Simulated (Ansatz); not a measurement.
# C2H6BFO: basis-set convergence

One table from this session's results is given with a row withheld; the runs are named, their logs left out.

Program: Ansatz 0.2.0, Gaussian basis. Level of theory: one geometry, several basis sets. These are calculated values, not measurements.

Levels to be run: PBE0-D4/def2-SVP; ωB97M-V/def2-SVP; PBE0-D4/def2-QZVPP; ωB97M-V/def2-QZVPP; the functionals' def2-TZVPP values are taken from earlier runs.

### The geometry

All runs share one geometry, relaxed beforehand with PBE0-D4 in a triple-zeta def2 set.

11 atoms, charge 0, spin multiplicity 1.

Atoms are counted from 1 here; the program's logs count them from 0.

Bond lengths: C1–O2 1.408 Å, C1–H6 1.092 Å, C1–H7 1.092 Å, C1–H8 1.093 Å, O2–B3 1.348 Å, B3–C4 1.569 Å, B3–F5 1.335 Å, C4–H9 1.094 Å, C4–H10 1.090 Å, C4–H11 1.094 Å. Angles: O2–C1–H6 109.0°, O2–C1–H7 108.9°, O2–C1–H8 112.4°, H6–C1–H7 108.6°, H6–C1–H8 108.9°, H7–C1–H8 108.9°, C1–O2–B3 123.8°, O2–B3–C4 126.0°, O2–B3–F5 114.4°, C4–B3–F5 119.6°, B3–C4–H9 111.5°, B3–C4–H10 111.3°, B3–C4–H11 111.4°, H9–C4–H10 108.1°, H9–C4–H11 106.4°, H10–C4–H11 108.0°.

The first run:

in.yaml reads:

```yaml
crystal:
  periodic: [false, false, false]
  atoms:
    - {symbol: C, position_ang: [-1.364394, 0.711106, 0.538476]}
    - {symbol: O, position_ang: [-0.241034, 1.227789, -0.135297]}
    - {symbol: B, position_ang: [0.818583, 0.482667, -0.508872]}
    - {symbol: C, position_ang: [0.993226, -1.057861, -0.270558]}
    - {symbol: F, position_ang: [1.779226, 1.165201, -1.136042]}
    - {symbol: H, position_ang: [-1.458467, 1.207123, 1.506862]}
    - {symbol: H, position_ang: [-2.259069, 0.924278, -0.050042]}
    - {symbol: H, position_ang: [-1.294037, -0.367678, 0.698148]}
    - {symbol: H, position_ang: [0.947554, -1.307033, 0.794024]}
    - {symbol: H, position_ang: [1.947438, -1.412793, -0.660077]}
    - {symbol: H, position_ang: [0.196274, -1.629799, -0.756023]}
basis:
  gaussian: {orbitals: def2-SVP}
hamiltonian: {xc: pbe0, dispersion: d4}
output: {orbitals: {seedname: orbitals}}
```

Steps of the session up to this table: PBE0-D4 in def2-SVP; ωB97M-V in def2-SVP; PBE0-D4 in def2-QZVPP; ωB97M-V in def2-QZVPP.

One table of the session follows, with a row left open; its other results are not shown here.

It belongs to the step «Density functionals: the series». 

```
functional       basis  HOMO (eV)  LUMO (eV)
   PBE0-D4    def2-SVP      -8.90       1.22
   PBE0-D4  def2-TZVPP      -9.01       0.83
   PBE0-D4  def2-QZVPP          ?          ?
   ωB97M-V    def2-SVP     -11.30       3.24
   ωB97M-V  def2-TZVPP     -11.42       2.06
   ωB97M-V  def2-QZVPP     -11.44       1.54
```

Q: Estimate the row for PBE0-D4, def2-QZVPP from the others.

As computed: HOMO (eV): -9.03; LUMO (eV): 0.50. In the column «HOMO (eV)» it lies between ωB97M-V, def2-SVP (-11.30) and PBE0-D4, def2-TZVPP (-9.01).
